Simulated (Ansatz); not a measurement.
# Alloy of MgS and CaS (22 of 32 Mg sites exchanged), 64 atoms

Aim: relax the alloy cell and compare the gap by PBEsol and HSE06.

Method: density functional theory in Ansatz 0.2.0, PAW datasets, plane waves.

## 1. The starting cell

64 atoms (32 S, 22 Ca, 10 Mg); a = 10.987 Å, b = 10.987 Å, c = 10.987 Å, α = 90.00°, β = 90.00°, γ = 90.00°. All atoms were shaken off their sites by about 0.02 Å along each axis.

Plan of the steps: (2) PBEsol cell relaxation at the single k point (½, ½, ½), on 7 threads of Arm Neoverse-V2; (3) HSE06 single point at the Γ point alone, on 7 threads of Arm Neoverse-V2.

## 2. PBEsol relaxation of the cell and the positions

in.yaml reads:

```yaml
crystal:
  lattice:
    - [10.986670, 0.000000, 0.000000]
    - [0.000000, 10.986670, 0.000000]
    - [0.000000, 0.000000, 10.986670]
  atoms:
    - { symbol: S, position: [0.249137, 0.001422, 0.002900] }
    - { symbol: S, position: [0.244928, 0.995491, 0.501455] }
    - { symbol: S, position: [0.248484, 0.498845, 0.999762] }
    - { symbol: S, position: [0.250104, 0.502114, 0.498224] }
    - { symbol: S, position: [0.747075, 0.001787, 0.998795] }
    - { symbol: S, position: [0.749525, 0.997303, 0.498816] }
    - { symbol: S, position: [0.749442, 0.500690, 0.999201] }
    - { symbol: S, position: [0.751764, 0.502808, 0.499299] }
    - { symbol: S, position: [0.001617, 0.249001, 0.000216] }
    - { symbol: S, position: [0.003609, 0.246626, 0.497778] }
    - { symbol: S, position: [0.999239, 0.755661, 0.998028] }
    - { symbol: S, position: [0.999937, 0.747790, 0.499300] }
    - { symbol: S, position: [0.500900, 0.252480, 0.002184] }
    - { symbol: S, position: [0.498577, 0.250578, 0.499108] }
    - { symbol: S, position: [0.498724, 0.749642, 0.000571] }
    - { symbol: S, position: [0.498688, 0.749059, 0.502456] }
    - { symbol: S, position: [0.999824, 0.001806, 0.253207] }
    - { symbol: S, position: [0.998155, 0.998998, 0.751681] }
    - { symbol: S, position: [0.999212, 0.500865, 0.249345] }
    - { symbol: S, position: [0.001907, 0.499543, 0.752011] }
    - { symbol: S, position: [0.502249, 0.998179, 0.251826] }
    - { symbol: S, position: [0.496839, 0.002000, 0.752410] }
    - { symbol: S, position: [0.500405, 0.499764, 0.249666] }
    - { symbol: S, position: [0.501075, 0.497139, 0.751155] }
    - { symbol: S, position: [0.250997, 0.249463, 0.248912] }
    - { symbol: S, position: [0.248585, 0.248444, 0.753680] }
    - { symbol: S, position: [0.247720, 0.750222, 0.247491] }
    - { symbol: S, position: [0.250188, 0.749745, 0.747043] }
    - { symbol: S, position: [0.752386, 0.248571, 0.252419] }
    - { symbol: S, position: [0.746531, 0.246994, 0.750633] }
    - { symbol: S, position: [0.754517, 0.745581, 0.250200] }
    - { symbol: S, position: [0.751232, 0.750426, 0.747059] }
    - { symbol: Ca, position: [0.000069, 0.000043, 0.997762] }
    - { symbol: Ca, position: [0.997360, 0.994296, 0.502401] }
    - { symbol: Ca, position: [0.000450, 0.497453, 0.497167] }
    - { symbol: Ca, position: [0.499743, 0.494554, 0.001697] }
    - { symbol: Ca, position: [0.249148, 0.247376, 0.999450] }
    - { symbol: Ca, position: [0.248518, 0.246252, 0.497912] }
    - { symbol: Ca, position: [0.249991, 0.751065, 0.000843] }
    - { symbol: Ca, position: [0.750769, 0.250382, 0.003147] }
    - { symbol: Ca, position: [0.748574, 0.250479, 0.497035] }
    - { symbol: Ca, position: [0.747932, 0.751740, 0.002802] }
    - { symbol: Ca, position: [0.746775, 0.750662, 0.499615] }
    - { symbol: Ca, position: [0.249798, 0.000906, 0.249892] }
    - { symbol: Ca, position: [0.250312, 0.499410, 0.749636] }
    - { symbol: Ca, position: [0.753746, 0.999286, 0.251851] }
    - { symbol: Ca, position: [0.752782, 0.000687, 0.751622] }
    - { symbol: Ca, position: [0.751741, 0.502075, 0.752903] }
    - { symbol: Ca, position: [0.997880, 0.249614, 0.750981] }
    - { symbol: Ca, position: [0.997108, 0.752098, 0.250000] }
    - { symbol: Ca, position: [0.001329, 0.747864, 0.746824] }
    - { symbol: Ca, position: [0.502203, 0.247774, 0.248126] }
    - { symbol: Ca, position: [0.499947, 0.751451, 0.251073] }
    - { symbol: Ca, position: [0.497988, 0.752940, 0.751283] }
    - { symbol: Mg, position: [0.001424, 0.504323, 0.999043] }
    - { symbol: Mg, position: [0.502570, 0.001395, 0.000443] }
    - { symbol: Mg, position: [0.501152, 0.000234, 0.501734] }
    - { symbol: Mg, position: [0.498477, 0.502946, 0.498411] }
    - { symbol: Mg, position: [0.251355, 0.748992, 0.502522] }
    - { symbol: Mg, position: [0.250354, 0.997436, 0.746727] }
    - { symbol: Mg, position: [0.249411, 0.499197, 0.246604] }
    - { symbol: Mg, position: [0.749205, 0.497976, 0.251477] }
    - { symbol: Mg, position: [0.001232, 0.247101, 0.250038] }
    - { symbol: Mg, position: [0.501537, 0.248693, 0.750902] }
kpoints:
  mp_grid: { grid: [1, 1, 1], shift: [0.5, 0.5, 0.5] }
hamiltonian:
  xc: pbesol
scf:
  occupations: { method: fermi_dirac, width: 0.01 }
relax:
  f_tol: 0.03
  max_steps: 80
  escape_saddle: false
  adjacent_minimum: "off"
  cell: { fix: [shape] }
output:
  forces: true
  eigenvalues: true
  populations: true
```

Further steps of the session: HSE06 on the final geometry.

Q: Predict the outcome of this session. Wanted: for each run, top filled to lowest empty.

As calculated:

```
             level                     time   k points  top filled to lowest empty (eV)
PBEsol, relaxation     36 s (7 CPU threads)  (½, ½, ½)                             3.84
             HSE06  4.4 min (7 CPU threads)          Γ                             3.56
```

| quantity | value |
| --- | --- |
| relaxation | 5 recorded steps, 1.44 eV gained |
| largest shift | 0.19 Å (S2) |
| relaxed cell | a = 10.999 Å, b = 10.999 Å, c = 10.999 Å, α = 90.00°, β = 90.00°, γ = 90.00° |
| mean bonds | Ca–S 2.782, Mg–S 2.682 Å |

**In words.** The relaxation lowers the energy by 1.44 eV; the largest shift is 0.19 Å (S2), while the volume changes by +0.3 %. The mean lengths of the listed bonds run from Mg–S 2.68 Å to Ca–S 2.78 Å. The relaxation ran on other k points, so part of any difference from the later rows can come from the mesh. With one k point the spacing samples only the states that fold onto it, so it can exceed the gap over the zone.
